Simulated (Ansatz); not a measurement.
**ScSi2 (AlB2 type): other levels of theory at one geometry**

An exercise on one series of results from a longer session: the logs are not shown, and one member is left open.

Program: Ansatz 0.2.0. Level of theory: DFT at several levels, plane waves, PAW. These are calculated values, not measurements.

1 further run of the same task is left out (set aside as unsound or not needed). Runs told in other sessions of the task aren't counted.

## Starting point

Symmetry: P6/mmm, No. 191, hexagonal system. Conventional cell: a = 4.033 Å, b = 4.033 Å, c = 3.631 Å, α = 90.00°, β = 90.00°, γ = 120.00°. Sc (site symmetry 6/mmm) is surrounded by 12 Si at 2.95 Å. Si (site symmetry -6m2) has 3 Si at 2.33 Å and 6 Sc at 2.95 Å in its first shell of neighbours.

As a file:

```
CELL_PARAMETERS angstrom
4.03346 0.00000 0.00000
-2.01673 3.49308 0.00000
0.00000 0.00000 3.63092
ATOMIC_POSITIONS crystal
Sc 0.00000 0.00000 0.00000
Si 0.33333 0.66667 0.50000
Si 0.66667 0.33333 0.50000
```

This cell comes from an earlier session at PBE: 17.052 Å³/atom at 0.00 GPa, on a 10×10×10 mesh, a metal on this mesh.

Levels to run: PBE+SOC; r²SCAN; PBEsol; LDA. Hardware: 2 threads of Arm Neoverse V1, shared host.

Set-up of the first run:

Input file input.yaml:

```yaml
crystal:
  lattice:
    - [4.0334597719, 0.0, 0.0]
    - [-2.016729886, 3.4930786276, 0.0]
    - [0.0, 0.0, 3.630918848]
  atoms:
    - { symbol: Sc, position: [0.0, 0.0, 0.0] }
    - { symbol: Si, position: [0.3333333333, 0.6666666667, 0.5] }
    - { symbol: Si, position: [0.6666666667, 0.3333333333, 0.5] }
basis:
  ecutwfc: 420
  ecutrho_ratio: 4
kpoints:
  mp_grid: { grid: [10, 10, 10] }
hamiltonian:
  xc: pbe
scf:
  occupations: { method: gaussian, width: 0.05 }
output:
  forces: true
  stress: true
  eigenvalues: true
  populations: true
  dos: { projected: true, de: 0.02 }
  write_density: true
  write_potential: true
  elf: true
  volumetric_format: npy
magnetization:
  noncollinear: true
  spin_orbit: true
```

Launch:

```console
> ansatz run input.yaml --threads 2 --pin off --max-ram 2662MiB --backend cpu --events-out ev --progress --plain --runs-dir out
```

Steps of the session up to this table: PBE+SOC; r²SCAN; PBEsol; LDA.

One table of the session follows, with a row left open; its other results are not shown here.

```
  level  pressure (GPa)
    PBE             0.0
    LDA            -5.4
 PBEsol               ?
PBE+SOC             0.0
 r²SCAN            -1.2
```

**Question.** Estimate the row for PBEsol.

As computed: pressure (GPa): -2.8. In the column «pressure (GPa)» it lies between LDA (-5.4) and r²SCAN (-1.2).

The pressure runs from -5.4 GPa (LDA) to 0.0 GPa (PBE); a negative pressure means that level wants a smaller cell, a positive one a larger cell. Total energies of different levels have different zeros and can't be compared.
